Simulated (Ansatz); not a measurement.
# AlAsH+ (triplet): from Hartree-Fock to the top rungs, cc-pVDZ

One table from this session's results is given with a row withheld; the runs are named, their logs left out.

Method: cc-pVDZ, core rule «outside noble gas», up to 19 orbitals frozen; program: Ansatz 0.2.0, Gaussian basis.

The runs, in order: UHF; CCSD(T) on ROHF; CCSD(T) on UHF; BCCD(T) on ROHF; CISD as a restricted active space (open shells left free, so some higher excitations enter); CCSDT(Q) on ROHF; CCSDT(Q) on UHF.

25 further runs of the same task are left out: 4 for a known fault of the program, 12 that didn't finish, 9 set aside as unsound or not needed. Runs told in other sessions of the task aren't counted.

### The system

The geometry is a PBE0/def2-TZVP stationary point (not a proven minimum) of the parent state, kept for this charge and spin. No spin-orbit coupling is included. The filled d shell of As may be among the frozen orbitals whatever the setting's name suggests.

3 atoms, charge 1, spin multiplicity 3.

Atoms are counted from 1 here; the program's logs count them from 0.

Bond lengths: Al1–As2 2.238 Å, Al1–H3 1.583 Å. Angles: As2–Al1–H3 180.0°.

Coordinates:

```xyz
3
AlAsH
Al    0.00000    0.00000   -0.21833
As    0.00000    0.00000    2.02007
H     0.00000    0.00000   -1.80173
```

Set-up of the first run:

Input file in.yaml:

```yaml
crystal:
  periodic: [false, false, false]
  atoms:
    - {symbol: Al, position_ang: [0.000000, 0.000000, -0.218333]}
    - {symbol: As, position_ang: [0.000000, 0.000000, 2.020067]}
    - {symbol: H, position_ang: [0.000000, 0.000000, -1.801733]}
basis:
  gaussian: {orbitals: cc-pVDZ}
total_charge: 1
magnetization: {spin_polarized: true, initial_magnetization: 2}
hamiltonian: {xc: hf}
output: {orbitals: {seedname: orbitals}}
```

Command:

```
$ ansatz run in.yaml --threads 1 --pin off --events-out ev --progress --plain --max-ram 2393MiB
```

Among the steps run: UHF; CCSD(T) on ROHF; CCSD(T) on UHF; BCCD(T) on ROHF; CISD as a restricted active space (open shells left free, so some higher excitations enter); CCSDT(Q) on ROHF; CCSDT(Q) on UHF.

One table of the session follows, with a row left open; its other results are not shown here.

```
   method  from UCCSDT(Q) (kcal/mol)
     ROHF                     +89.06
      UHF                     +86.55
     RMP2                     +20.15
     UMP2                     +20.53
     CISD                      +7.59
    RCCSD                      +3.25
    UCCSD                      +3.04
 RCCSD(T)                      +0.90
 UCCSD(T)                      +0.75
  BCCD(T)                      +0.90
   RCCSDT                      +0.29
   UCCSDT                          ?
RCCSDT(Q)                      +0.16
UCCSDT(Q)                          0
```

Q: Estimate the row for UCCSDT from the others.

The run gave: from UCCSDT(Q) (kcal/mol): +0.14. In the column «from UCCSDT(Q) (kcal/mol)» it lies between UCCSDT(Q) (0) and RCCSDT(Q) (+0.16).

Caveats from the session: Restricted and unrestricted rows rest on different reference determinants; a gap between their highest levels can come from leftover correlation error, from unlike frozen cores or from another state.
